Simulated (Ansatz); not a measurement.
The system is Ba2Tl5V3O12.

```
CELL_PARAMETERS angstrom
6.48991 -6.67692 -0.04765
6.48991 6.67692 -0.04765
-1.96739 0.00000 5.75220
ATOMIC_POSITIONS crystal
Ba 0.47917 0.52083 0.00000
Ba 0.79264 0.20736 0.00000
V 0.65694 0.94605 0.25735
V 0.05395 0.34306 0.74265
V 0.57442 0.42558 0.50000
Tl 0.49835 0.85629 0.63726
Tl 0.14371 0.50165 0.36274
Tl 0.01508 0.98492 0.50000
Tl 0.30964 0.12677 0.21892
Tl 0.87323 0.69036 0.78108
O 0.00390 0.26325 0.44275
O 0.59719 0.60676 0.67706
O 0.91333 0.42820 0.84635
O 0.52536 0.79943 0.20594
O 0.68766 0.41628 0.31356
O 0.09251 0.20316 0.88601
O 0.58372 0.31234 0.68644
O 0.79684 0.90749 0.11399
O 0.57180 0.08667 0.15365
O 0.20057 0.47464 0.79406
O 0.73675 0.99610 0.55725
O 0.39324 0.40281 0.32294
```

The cell was built by a generator and needn't be a form met in nature.

Base run:

- Program: Ansatz 0.2.0
- Functional: PBE
- Potentials or basis: all-electron LAPW, scalar-relativistic
- Cutoff: 482 eV (chosen from the basis error)
- Basis error allowed: 0.003 eV/atom
- k mesh: 2 × 2 × 4
- Occupations: fermi-dirac, width 0.05 eV
- Spin: collinear spin, ferromagnetic start
- Starting moments: [0.0, 0.0, 2.0, 2.0, 2.0, 0.0, 0.0, 0.0, 0.0, 0.0, 0.0, 0.0, 0.0, 0.0, 0.0, 0.0, 0.0, 0.0, 0.0, 0.0, 0.0, 0.0] μB

Its results: band gap on the k mesh 2.91 eV, indirect (least direct gap 2.95 eV); pressure 0.0 GPa; net moment 0.00 μB per cell; largest force 0.006 eV/Å.

**Question.** The run is repeated on the same cell with these changes: hubbard terms from none to V d U = 6 eV. What comes out?

**Answer.** Band gap on the k mesh 2.94 eV, indirect (least direct gap 2.99 eV); pressure 0.5 GPa; net moment 0.00 μB per cell; largest force 0.250 eV/Å.

Caveats: spin-orbit coupling is left out, which as a rule narrows the gap of such compounds by several tenths of an eV; the starting moments weren't kept; the magnetic state may not be the lowest (some runs); U is the effective U less J, on atomic orbitals that reach past the spheres (some runs).

A k mesh can miss the band edges.
